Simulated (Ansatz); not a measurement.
# Si6Ge: the cost of one run

Program: Ansatz 0.2.0. Level of theory: DFT PBE, scalar-relativistic, plane waves, PAW, unless a step names another level. These are calculated values, not measurements.

1 further run of the same task is left out (set aside as unsound or not needed).

**1. The structure to begin with**

Symmetry: Cmmm, No. 65, orthorhombic system. Conventional cell: a = 4.977 Å, b = 5.104 Å, c = 9.064 Å, α = 90.00°, β = 90.00°, γ = 90.00°. Si (site symmetry 2mm) is surrounded by 8 Si at 2.48 to 2.68 Å. Around Si (site symmetry 2) lie 6 Si at 2.49 to 2.68 Å and 2 Ge at 2.81 Å. Ge (site symmetry mmm) is surrounded by 8 Si at 2.81 Å.

Structure file:

```
CELL_PARAMETERS angstrom
2.55181 -2.48860 0.03335
2.55181 2.48860 0.03335
-0.11881 0.00000 9.06290
ATOMIC_POSITIONS crystal
Si 0.74955 0.25045 0.00000
Si 0.25045 0.74955 0.00000
Si 0.50006 0.00005 0.74003
Si 0.99995 0.49994 0.25997
Si 0.49994 0.99995 0.25997
Si 0.00005 0.50006 0.74003
Ge 0.50000 0.50000 0.50000
```

It came out lowest among 25 distinct ends of the trial cells. At a tolerance of 0.05 Å it has space group Cmmm (No. 65).

**2. Relaxing to 0.001 eV/Å, on the response runs' mesh and smearing**

File input.yaml:

```yaml
crystal:
  lattice:
    - [2.5518091208, -2.4885964086, 0.033351184]
    - [2.5518091208, 2.4885964086, 0.033351184]
    - [-0.1188080811, 0.0, 9.0629009084]
  atoms:
    - { symbol: Si, position: [0.7495497453, 0.2504502547, 0.0] }
    - { symbol: Si, position: [0.2504502547, 0.7495497453, 0.0] }
    - { symbol: Si, position: [0.5000578389, 1.0000457339, 0.7400334888] }
    - { symbol: Si, position: [-4.57339e-05, 0.4999421611, 0.2599665112] }
    - { symbol: Si, position: [0.4999421611, -4.57339e-05, 0.2599665112] }
    - { symbol: Si, position: [1.0000457339, 0.5000578389, 0.7400334888] }
    - { symbol: Ge, position: [0.5, 0.5, 0.5] }
basis:
  ecutwfc: 420
kpoints:
  mp_grid: { grid: [10, 10, 4] }
hamiltonian:
  xc: pbe
scf:
  occupations: { method: gaussian, width: 0.1 }
output:
  forces: true
  stress: true
  eigenvalues: true
relax:
  adjacent_minimum: "off"
  f_tol: 0.001
  max_steps: 60
  cell: { stress_tol: 0.01 }
```

Started as:

```sh
ansatz run input.yaml --threads 3 --pin off --max-ram 7680MiB --backend cpu --events-out ev --progress --plain --runs-dir out
```

Q: Estimate wall time and peak memory on 3 threads of Arm Neoverse N1, shared host.

About 53 s, with a peak of 0.6 GiB.
